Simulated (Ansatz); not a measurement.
The system is Hf2Pd2Se2Br2O3.

```
CELL_PARAMETERS angstrom
3.72613 0.00000 0.00000
-1.86306 3.22692 0.00000
0.00000 0.00000 17.00867
ATOMIC_POSITIONS crystal
Hf 0.66667 0.33333 0.93385
Hf 0.33333 0.66667 0.06615
Pd 0.00000 0.00000 0.30298
Pd 0.00000 0.00000 0.69702
Se 0.33333 0.66667 0.22649
Se 0.66667 0.33333 0.77351
Br 0.66667 0.33333 0.39862
Br 0.33333 0.66667 0.60138
O 0.33333 0.66667 0.92689
O 0.66667 0.33333 0.07311
O 0.00000 0.00000 0.00000
```

The cell was built by a generator and needn't be a form met in nature.

```yaml
Program: Ansatz 0.2.0
Task: relaxation of cell and atoms
Functional: RPBE
Potentials_or_basis: Ansatz PAW
Cutoff: "420 eV (not typed: the program's choice for these potentials)"
k_mesh: 6 × 6 × 2
Occupations: fermi-dirac, width 0.05 eV
Spin: no spin polarisation
```

At the start: volume 18.59 Å³/atom.

Task: How do energy, volume and symmetry change on relaxing?

Result: It ends after 14 steps and the volume is 20.57 Å³/atom (+10.6 %); space group P-3m1 (No. 164, to 0.05 Å).

Step by step:
| step | energy change (eV) | largest force (eV/Å) | volume (Å³) |
| --- | --- | --- | --- |
| 1 | 0.0000 | 0.1864 | 204.51 |
| 2 | -0.0575 | 0.0804 | 216.31 |
| 3 | -0.0632 | 0.0911 | 217.47 |
| 4 | -0.0654 | 0.0145 | 217.79 |
| 5 | -0.0652 | 0.0083 | 218.20 |
| 6 | -0.0649 | 0.0058 | 218.58 |
| 7 | -0.0893 | 0.0064 | 218.58 |
| 8 | -0.0896 | 0.0017 | 221.51 |
| 9 | -0.0879 | 0.0020 | 223.69 |
| 10 | -0.0874 | 0.0006 | 224.12 |
| 11 | -0.0944 | 0.0011 | 224.12 |
| 12 | -0.0932 | 0.0036 | 225.54 |
| 13 | -0.0925 | 0.0067 | 226.27 |
| 14 | -0.0950 | 0.0067 | 226.27 |

Final structure:
```
Hf Pd Se Br O
1.0
     3.76497    0.00000    0.00000
    -1.88248    3.26056    0.00000
     0.00000    0.00000   18.43207
Hf Pd Se Br O
2 2 2 2 3
Direct
  0.66667 0.33333 0.93852
  0.33333 0.66667 0.06148
  0.00000 0.00000 0.28065
  0.00000 0.00000 0.71935
  0.33333 0.66667 0.20991
  0.66667 0.33333 0.79009
  0.66667 0.33333 0.37032
  0.33333 0.66667 0.62968
  0.33333 0.66667 0.93225
  0.66667 0.33333 0.06775
  0.00000 0.00000 0.00000
```

Caveat: the plane-wave basis is chosen anew once the cell has moved, so the energies of steps on either side of that aren't comparable; this functional lacks dispersion, which binds the layers, so the pressure and a relaxed spacing across them are unreliable; the PAW data sets come from PBE, with cores solved anew for the run's functional, which leaves a small shift of forces and pressure.
